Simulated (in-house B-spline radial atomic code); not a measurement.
# Al⁺ in a hard spherical wall

What does confinement do to Al⁺? The free system is solved first, then the same system inside hard walls. More than one configuration is followed.

Program: in-house B-spline radial atomic code version 1. Level of theory: non-relativistic PBE, spin-polarised, spherical fractional occupations, point nucleus, basis-set limit. These are calculated values, not measurements, unless marked.

**1. The system**

* element: aluminium (Z = 13)
* charge: +1
* electrons: 12
* configuration: [Ne] 3s2
* Hamiltonian: non-relativistic
* nucleus: point

Outer shells as boxes (Hund's rule):

[Ne] 3s2
```
[Ne] core
3s [↑↓]
```

Where spins are not typed, each open shell is filled with up spins first.

**2. Reference run without a wall**

The run's settings:

```ini
Z = 13
electrons = 12.0
configuration = [Ne] 3s2
hamiltonian = nr
method = pbe,pbe
spin_polarised = True
```

The program writes no log. Results of the run, from its result record (rounded, main fields):

```text
{
  "status": "converged",
  "scf [iteration, energy, orbital gradient]": [
    [1, -241.559121464, 0.203],
    [2, -241.859731584, 0.0875],
    [3, -242.007085789, 0.0155],
    [4, -242.012679226, 0.00236],
    [5, -242.012801594, 0.00187],
    [6, -242.012876009, 0.000171],
    [7, -242.012876469, 7.54e-06],
    [8, -242.01287647, 6.14e-07],
    [9, -242.01287647, 5.97e-09]
  ],
  "energy [hartree]": {"total": -242.01287647, "kinetic": 241.634890551, "nuclear": -574.477717837, "coulomb": 109.033046262, "xc": -18.2030954469},
  "orbitals [hartree, bohr; up spins, the down spins are equal]": [
    ["name", "occ", "eps", "<r>", "<r^2>", "<1/r>", "r_max", "density_at_nucleus", "spin_orbit_zeta"],
    ["1s up", 1.0, -55.718308, 0.12053, 0.019557, 12.578, 0.078695, 656.15, "-"],
    ["2s up", 1.0, -4.2649793, 0.62762, 0.47228, 2.3299, 0.49796, 44.091, "-"],
    ["2p up", 3.0, -2.8676991, 0.60336, 0.46275, 2.2079, 0.42893, "-", 0.010512],
    ["3s up", 1.0, -0.5433303, 2.3812, 6.5404, 0.56411, 2.0205, 3.393, "-"]
  ],
  "sum_r [bohr^k]": {"-1": 44.19059, "1": 9.878771, "2": 16.84093},
  "density_at_nucleus [bohr^-3]": 1407.273,
  "spin_density_at_nucleus [bohr^-3]": 0.0,
  "mass_velocity [hartree]": -1.965972,
  "darwin [hartree]": 1.530284
}
```

Wall time 0.04 s (1 thread, shared host).

**3. Wall at 9.96 bohr, configuration [Ne] 3s2**

Changes to the settings of step 2:

```diff
@@ -6 +6,2 @@
 spin_polarised = True
+wall_radius = 9.96
```

Main fields:

```text
{
  "status": "converged",
  "iterations": 9,
  "energy [hartree]": {"total": -242.012871424, "kinetic": 241.634980146, "nuclear": -574.47804861, "coulomb": 109.033312285, "xc": -18.2031152457},
  "orbitals [hartree, bohr; up spins, the down spins are equal]": [
    ["name", "occ", "eps", "<r>"],
    ["1s up", 1.0, -55.718284, 0.12053],
    ["2s up", 1.0, -4.2649563, 0.62762],
    ["2p up", 3.0, -2.8676761, 0.60336],
    ["3s up", 1.0, -0.54331426, 2.381]
  ],
  "sum_r [bohr^k]": {"-1": 44.19062, "1": 9.878446, "2": 16.83772},
  "pressure [GPa]": 0.0002322424,
  "energy_minus_base [hartree]": 5.04627468e-06
}
```

Wall time 0.04 s (1 thread, shared host).

energy_minus_base is the energy less that of the reference run. pressure is −dE/dV on the wall, from the slope of the orbitals there.

**4. Wall at 4.25 bohr, configuration [Ne] 3s2**

Changes to the settings of step 3:

```diff
@@ -6,2 +6,2 @@
 spin_polarised = True
-wall_radius = 9.96
+wall_radius = 4.25
```

Main fields:

```text
{
  "status": "converged",
  "iterations": 8,
  "energy [hartree]": {"total": -241.915408619, "kinetic": 242.168589436, "nuclear": -575.818700502, "coulomb": 110.012526783, "xc": -18.2778243358},
  "orbitals [hartree, bohr; up spins, the down spins are equal]": [
    ["name", "occ", "eps", "<r>"],
    ["1s up", 1.0, -55.623838, 0.12053],
    ["2s up", 1.0, -4.1792094, 0.62825],
    ["2p up", 3.0, -2.7818443, 0.60463],
    ["3s up", 1.0, -0.4545707, 2.1023]
  ],
  "sum_r [bohr^k]": {"-1": 44.29375, "1": 9.329925, "2": 13.58116},
  "pressure [GPa]": 19.42128,
  "energy_minus_base [hartree]": 0.0974678511
}
```

It took 0.03 s on 1 thread, shared host.

**5. Wall at 2.48 bohr, configuration [Ne] 3s2**

Changes to the settings of step 4:

```diff
@@ -6,2 +6,2 @@
 spin_polarised = True
-wall_radius = 4.25
+wall_radius = 2.48
```

Main fields:

```text
{
  "status": "converged",
  "iterations": 8,
  "energy [hartree]": {"total": -240.425465766, "kinetic": 246.821093879, "nuclear": -583.061664337, "coulomb": 114.498620257, "xc": -18.6835155646},
  "orbitals [hartree, bohr; up spins, the down spins are equal]": [
    ["name", "occ", "eps", "<r>"],
    ["1s up", 1.0, -55.148557, 0.12056],
    ["2s up", 1.0, -3.7961254, 0.63328],
    ["2p up", 3.0, -2.3952839, 0.61121],
    ["3s up", 1.0, 0.44926537, 1.4498]
  ],
  "sum_r [bohr^k]": {"-1": 44.8509, "1": 8.074568, "2": 8.495637},
  "pressure [GPa]": 1043.893,
  "energy_minus_base [hartree]": 1.5874107
}
```

It took 0.03 s on 1 thread, shared host.

**6. Wall at 1.27 bohr, configuration [Ne] 3s2**

Changes to the settings of step 5:

```diff
@@ -6,2 +6,2 @@
 spin_polarised = True
-wall_radius = 2.48
+wall_radius = 1.27
```

Main fields:

```text
{
  "status": "converged",
  "iterations": 7,
  "energy [hartree]": {"total": -220.823809119, "kinetic": 295.848363445, "nuclear": -632.265880197, "coulomb": 136.984227741, "xc": -21.3905201081},
  "orbitals [hartree, bohr; up spins, the down spins are equal]": [
    ["name", "occ", "eps", "<r>"],
    ["1s up", 1.0, -52.05037, 0.12106],
    ["2s up", 1.0, -1.7362768, 0.57689],
    ["2p up", 3.0, -0.20726743, 0.5356],
    ["3s up", 1.0, 9.3340915, 0.72405]
  ],
  "sum_r [bohr^k]": {"-1": 48.63584, "1": 6.057621, "2": 4.058957},
  "pressure [GPa]": 86261.77,
  "energy_minus_base [hartree]": 21.1890674
}
```

Wall time 0.02 s (1 thread, shared host).

**7. Wall at 9.96 bohr, configuration [He] 2s1 2p6 3s2 3p1**

The run's settings:

```ini
Z = 13
electrons = 12.0
configuration = [He] 2s1 2p6 3s2 3p1
hamiltonian = nr
method = pbe,pbe
spin_polarised = True
wall_radius = 9.96
```

Main fields:

```text
{
  "status": "converged",
  "iterations": 9,
  "energy [hartree]": {"total": -237.847495165, "kinetic": 237.492146094, "nuclear": -559.736763412, "coulomb": 101.848001767, "xc": -17.4508796143},
  "orbitals [hartree, bohr; first row names the columns]": [
    ["name", "occ", "eps", "<r>"],
    ["1s up", 1.0, -56.649594, 0.12044],
    ["1s down", 1.0, -56.588598, 0.12048],
    ["2s up", 1.0, -4.9540959, 0.61004],
    ["2p up", 3.0, -3.5703213, 0.57562],
    ["2p down", 3.0, -3.4588998, 0.57878],
    ["3s up", 1.0, -0.6876033, 2.1395],
    ["3s down", 1.0, -0.64006771, 2.1583],
    ["3p up", 1.0, -0.44118455, 2.4944]
  ],
  "sum_r [bohr^k]": {"-1": 43.05667, "1": 11.1064, "2": 20.88543},
  "pressure [GPa]": 0.000431978,
  "energy_minus_base [hartree]": 4.16538131
}
```

It took 0.05 s on 1 thread, shared host.

**8. Wall at 4.25 bohr, configuration [He] 2s1 2p6 3s2 3p1**

Changes to the settings of step 7:

```diff
@@ -6,2 +6,2 @@
 spin_polarised = True
-wall_radius = 9.96
+wall_radius = 4.25
```

Main fields:

```text
{
  "status": "converged",
  "iterations": 9,
  "energy [hartree]": {"total": -237.727413077, "kinetic": 238.174247821, "nuclear": -561.384301648, "coulomb": 103.037274827, "xc": -17.554634076},
  "orbitals [hartree, bohr; first row names the columns]": [
    ["name", "occ", "eps", "<r>"],
    ["1s up", 1.0, -56.529066, 0.12045],
    ["1s down", 1.0, -56.467052, 0.12048],
    ["2s up", 1.0, -4.8470257, 0.61074],
    ["2p up", 3.0, -3.4627273, 0.57681],
    ["2p down", 3.0, -3.3500368, 0.58003],
    ["3s up", 1.0, -0.60722398, 1.9947],
    ["3s down", 1.0, -0.55211882, 2.001],
    ["3p up", 1.0, -0.33216862, 2.1224]
  ],
  "sum_r [bohr^k]": {"-1": 43.18341, "1": 10.44032, "2": 16.93925},
  "pressure [GPa]": 24.67412,
  "energy_minus_base [hartree]": 4.28546339
}
```

It took 0.03 s on 1 thread, shared host.

**9. Wall at 2.48 bohr, configuration [He] 2s1 2p6 3s2 3p1**

Changes to the settings of step 8:

```diff
@@ -6,2 +6,2 @@
 spin_polarised = True
-wall_radius = 4.25
+wall_radius = 2.48
```

Main fields:

```text
{
  "status": "converged",
  "iterations": 8,
  "energy [hartree]": {"total": -235.686831601, "kinetic": 244.739560086, "nuclear": -571.554245533, "coulomb": 109.276603735, "xc": -18.1487498888},
  "orbitals [hartree, bohr; first row names the columns]": [
    ["name", "occ", "eps", "<r>"],
    ["1s up", 1.0, -55.830754, 0.1205],
    ["1s down", 1.0, -55.760908, 0.12052],
    ["2s up", 1.0, -4.2953793, 0.61793],
    ["2p up", 3.0, -2.9047116, 0.58743],
    ["2p down", 3.0, -2.7832866, 0.59074],
    ["3s up", 1.0, 0.25778757, 1.4399],
    ["3s down", 1.0, 0.34638523, 1.4395],
    ["3p up", 1.0, 0.66066654, 1.4255]
  ],
  "sum_r [bohr^k]": {"-1": 43.96571, "1": 8.698461, "2": 9.977228},
  "pressure [GPa]": 1449.026,
  "energy_minus_base [hartree]": 6.32604487
}
```

Wall time 0.03 s (1 thread, shared host).

**10. Wall at 1.27 bohr, configuration [He] 2s1 2p6 3s2 3p1**

Changes to the settings of step 9:

```diff
@@ -6,2 +6,2 @@
 spin_polarised = True
-wall_radius = 2.48
+wall_radius = 1.27
```

Main fields:

```text
{
  "status": "converged",
  "iterations": 8,
  "energy [hartree]": {"total": -210.141164612, "kinetic": 304.106566175, "nuclear": -628.662512033, "coulomb": 135.679832828, "xc": -21.2650515834},
  "orbitals [hartree, bohr; first row names the columns]": [
    ["name", "occ", "eps", "<r>"],
    ["1s up", 1.0, -52.157507, 0.12114],
    ["1s down", 1.0, -52.035012, 0.12108],
    ["2s up", 1.0, -1.9260146, 0.5758],
    ["2p up", 3.0, -0.40294894, 0.53432],
    ["2p down", 3.0, -0.23911283, 0.53523],
    ["3s up", 1.0, 9.1465618, 0.72427],
    ["3s down", 1.0, 9.314712, 0.72446],
    ["3p up", 1.0, 8.8386466, 0.69057]
  ],
  "sum_r [bohr^k]": {"-1": 48.35865, "1": 6.165968, "2": 4.253923},
  "pressure [GPa]": 107889.8,
  "energy_minus_base [hartree]": 31.8717119
}
```

Wall time 0.03 s (1 thread, shared host).

**11. Wall at 9.96 bohr, configuration [Ne] 3s1 3d1**

The run's settings:

```ini
Z = 13
electrons = 12.0
configuration = [Ne] 3s1 3d1
hamiltonian = nr
method = pbe,pbe
spin_polarised = True
wall_radius = 9.96
```

Main fields:

```text
{
  "status": "converged",
  "iterations": 9,
  "energy [hartree]": {"total": -241.595768844, "kinetic": 241.251809225, "nuclear": -571.931771769, "coulomb": 107.193649382, "xc": -18.1094556831},
  "orbitals [hartree, bohr; first row names the columns]": [
    ["name", "occ", "eps", "<r>"],
    ["1s up", 1.0, -55.899353, 0.12052],
    ["1s down", 1.0, -55.895392, 0.12052],
    ["2s up", 1.0, -4.4309815, 0.62694],
    ["2s down", 1.0, -4.4221138, 0.6261],
    ["2p up", 3.0, -3.0341537, 0.60206],
    ["2p down", 3.0, -3.0251751, 0.60039],
    ["3s up", 1.0, -0.65431665, 2.2958],
    ["3d up", 1.0, -0.17841021, 3.904]
  ],
  "sum_r [bohr^k]": {"-1": 43.99475, "1": 11.30127, "2": 27.39133},
  "pressure [GPa]": 0.04114238,
  "energy_minus_base [hartree]": 0.417107626
}
```

It took 0.05 s on 1 thread, shared host.

**12. Wall at 4.25 bohr, configuration [Ne] 3s1 3d1**

Changes to the settings of step 11:

```diff
@@ -6,2 +6,2 @@
 spin_polarised = True
-wall_radius = 9.96
+wall_radius = 4.25
```

Main fields:

```text
{
  "status": "converged",
  "iterations": 8,
  "energy [hartree]": {"total": -241.353807236, "kinetic": 242.015035701, "nuclear": -574.387631879, "coulomb": 109.28478988, "xc": -18.2660009382},
  "orbitals [hartree, bohr; first row names the columns]": [
    ["name", "occ", "eps", "<r>"],
    ["1s up", 1.0, -55.7125, 0.12052],
    ["1s down", 1.0, -55.708195, 0.12052],
    ["2s up", 1.0, -4.2451121, 0.62771],
    ["2s down", 1.0, -4.2336436, 0.62656],
    ["2p up", 3.0, -2.8488784, 0.60372],
    ["2p down", 3.0, -2.8373925, 0.6014],
    ["3s up", 1.0, -0.51820208, 2.0963],
    ["3d up", 1.0, 0.098036806, 2.3564]
  ],
  "sum_r [bohr^k]": {"-1": 44.18366, "1": 9.563413, "2": 14.64112},
  "pressure [GPa]": 31.45466,
  "energy_minus_base [hartree]": 0.659069234
}
```

It took 0.04 s on 1 thread, shared host.

**13. Wall at 2.48 bohr, configuration [Ne] 3s1 3d1**

Changes to the settings of step 12:

```diff
@@ -6,2 +6,2 @@
 spin_polarised = True
-wall_radius = 4.25
+wall_radius = 2.48
```

Main fields:

```text
{
  "status": "converged",
  "iterations": 9,
  "energy [hartree]": {"total": -239.724122893, "kinetic": 245.786434424, "nuclear": -581.035394967, "coulomb": 114.218173702, "xc": -18.6933360518},
  "orbitals [hartree, bohr; first row names the columns]": [
    ["name", "occ", "eps", "<r>"],
    ["1s up", 1.0, -55.241818, 0.12052],
    ["1s down", 1.0, -55.230006, 0.12054],
    ["2s up", 1.0, -3.8206403, 0.6335],
    ["2s down", 1.0, -3.7867154, 0.62999],
    ["2p up", 3.0, -2.4243256, 0.6115],
    ["2p down", 3.0, -2.3903053, 0.60525],
    ["3s up", 1.0, 0.38885311, 1.449],
    ["3d up", 1.0, 1.1745146, 1.4491]
  ],
  "sum_r [bohr^k]": {"-1": 44.69503, "1": 8.052871, "2": 8.389242},
  "pressure [GPa]": 990.7792,
  "energy_minus_base [hartree]": 2.28875358
}
```

It took 0.04 s on 1 thread, shared host.

**14. Wall at 1.27 bohr, configuration [Ne] 3s1 3d1**

Changes to the settings of step 13:

```diff
@@ -6,2 +6,2 @@
 spin_polarised = True
-wall_radius = 2.48
+wall_radius = 1.27
```

Main fields:

```text
{
  "status": "converged",
  "iterations": 8,
  "energy [hartree]": {"total": -223.467198767, "kinetic": 284.370260734, "nuclear": -622.26100209, "coulomb": 135.675890174, "xc": -21.2523475853},
  "orbitals [hartree, bohr; first row names the columns]": [
    ["name", "occ", "eps", "<r>"],
    ["1s up", 1.0, -52.482399, 0.12083],
    ["1s down", 1.0, -52.414463, 0.12087],
    ["2s up", 1.0, -1.8404808, 0.5756],
    ["2s down", 1.0, -1.7038371, 0.57377],
    ["2p up", 3.0, -0.32229901, 0.53339],
    ["2p down", 3.0, -0.19541058, 0.53091],
    ["3s up", 1.0, 9.2193043, 0.7238],
    ["3d up", 1.0, 6.7030416, 0.76603]
  ],
  "sum_r [bohr^k]": {"-1": 47.86623, "1": 6.073826, "2": 4.032645},
  "pressure [GPa]": 70127.17,
  "energy_minus_base [hartree]": 18.5456777
}
```

Wall time 0.03 s (1 thread, shared host).

**15. Results**

| configuration | radius (bohr) | energy above the free system (eV) | pressure (GPa) | highest level (eV) |
| --- | --- | --- | --- | --- |
| [Ne] 3s2 | 9.96 | 1.4e-04 | 0.000232 | -14.784 (3s up) |
| [Ne] 3s2 | 4.25 | 2.652 | 19.4 | -12.369 (3s up) |
| [Ne] 3s2 | 2.48 | 43.196 | 1044 | 12.225 (3s up) |
| [Ne] 3s2 | 1.27 | 576.58 | 86262 | 253.99 (3s up) |
| [He] 2s1 2p6 3s2 3p1 | 9.96 | 113.35 | 0.000432 | -12.005 (3p up) |
| [He] 2s1 2p6 3s2 3p1 | 4.25 | 116.61 | 24.7 | -9.039 (3p up) |
| [He] 2s1 2p6 3s2 3p1 | 2.48 | 172.14 | 1449 | 17.978 (3p up) |
| [He] 2s1 2p6 3s2 3p1 | 1.27 | 867.27 | 107890 | 253.47 (3s down) |
| [Ne] 3s1 3d1 | 9.96 | 11.350 | 0.0411 | -4.855 (3d up) |
| [Ne] 3s1 3d1 | 4.25 | 17.934 | 31.5 | 2.668 (3d up) |
| [Ne] 3s1 3d1 | 2.48 | 62.280 | 991 | 31.960 (3d up) |
| [Ne] 3s1 3d1 | 1.27 | 504.65 | 70127 | 250.87 (3s up) |

For [Ne] 3s2 the energy above the free reference is 1.4e-04 eV at 9.96 bohr and 576.58 eV at 1.27 bohr, where the electrons press on it with 86262 GPa. Its highest level passes zero between 4.25 and 2.48 bohr; in smaller spheres the level is positive, pushed up by confinement, and the wall keeps the electron in. Of [Ne] 3s2 and [He] 2s1 2p6 3s2 3p1, the first stays lower at every radius that both share. At 1.27 bohr the lowest of all 3 is [Ne] 3s1 3d1. A hard wall is a crude model of an atom's surroundings.
